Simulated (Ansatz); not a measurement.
**GeH3 radical: a ladder of functionals and wavefunction methods**

An exercise on one series of results from a longer session: the logs are not shown, and one member is left open.

Program: Ansatz 0.2.0, Gaussian basis. Level of theory: functionals in def2-TZVPP, the program's frozen cores in correlated methods. These are calculated values, not measurements.

Levels to be run: LDA (SPW92), PBE-D4, revPBE-D4, BLYP-D4, r2SCAN-D4, B97M-V, PBE0-D4, B3LYP-D4, r2SCANh-D4, r2SCAN0-D4, HSE06-D4, BHLYP-D4, CAM-B3LYP-D4, LC-ωPBE, ωB97X-V, ωB97M-V, B2PLYP, PBE-QIDH; CCSD(T)/def2-SVP; CCSD(T)/def2-TZVPP; CCSD(T)/def2-QZVPP; extrapolation to the limit; RPA on PBE.

## Structure used throughout

All runs share one geometry, relaxed beforehand with PBE0-D4 in a triple-zeta def2 set.

4 atoms, charge 0, spin multiplicity 2.

Atoms are counted from 1 here; the program's logs count them from 0.

Bond lengths: Ge1–H2 1.539 Å, Ge1–H3 1.539 Å, Ge1–H4 1.539 Å. Angles: H2–Ge1–H3 111.1°, H2–Ge1–H4 111.1°, H3–Ge1–H4 111.1°.

The first run:

in.yaml

```yaml
crystal:
  periodic: [false, false, false]
  atoms:
    - {symbol: Ge, position_ang: [0.214577, -0.125905, -0.249397]}
    - {symbol: H, position_ang: [1.055031, 0.109610, 1.018261]}
    - {symbol: H, position_ang: [-0.882773, -1.175870, -0.000057]}
    - {symbol: H, position_ang: [-0.386834, 1.192155, -0.768808]}
basis:
  gaussian: {orbitals: def2-TZVPP}
magnetization: {spin_polarized: true, initial_magnetization: 1}
hamiltonian: {xc: lda}
output: {orbitals: {seedname: orbitals}}
```

Run with:

```
$ ansatz run in.yaml --threads 2 --pin off --events-out ev --progress --plain --max-ram 32768MiB --backend cpu
```

Among the steps run: LDA; PBE-D4 (GGA); revPBE-D4 (GGA); BLYP-D4 (GGA); r2SCAN-D4 (meta-GGA); B97M-V (meta-GGA); B3LYP-D4 (hybrid); r2SCANh-D4 (hybrid); r2SCAN0-D4 (hybrid); HSE06-D4 (hybrid); BHLYP-D4 (hybrid); CAM-B3LYP-D4 (range-separated); LC-ωPBE (range-separated); ωB97X-V (range-separated); ωB97M-V (range-separated); B2PLYP (double hybrid); PBE-QIDH (double hybrid).

One table of the session follows, with a row left open; its other results are not shown here.

It belongs to the step «Orbital energies across the functionals». 

```
  functional  HOMO (eV)  LUMO (eV)  gap (eV)
 LDA (SPW92)      -5.21      -4.11      1.11
      PBE-D4      -5.21      -3.72      1.49
   revPBE-D4      -5.19      -3.57      1.62
     BLYP-D4      -4.99      -3.79      1.20
   r2SCAN-D4      -5.61      -3.27      2.34
      B97M-V      -5.37      -3.97      1.39
     PBE0-D4      -6.29      -2.73      3.56
    B3LYP-D4      -6.01      -3.18      2.83
  r2SCANh-D4      -6.00      -2.94      3.06
  r2SCAN0-D4      -6.58      -2.45      4.13
    HSE06-D4      -5.90      -3.11      2.79
    BHLYP-D4      -7.16      -1.92      5.23
CAM-B3LYP-D4          ?          ?         ?
     LC-ωPBE      -8.92      -0.32      8.60
     ωB97X-V      -8.40      -0.82      7.58
     ωB97M-V      -8.26      -0.92      7.34
```

Estimate the missing values for CAM-B3LYP-D4.

**Answer.** HOMO (eV): -7.49; LUMO (eV): -1.84; gap (eV): 5.65. In the column «HOMO (eV)» it lies between ωB97M-V (-8.26) and BHLYP-D4 (-7.16).
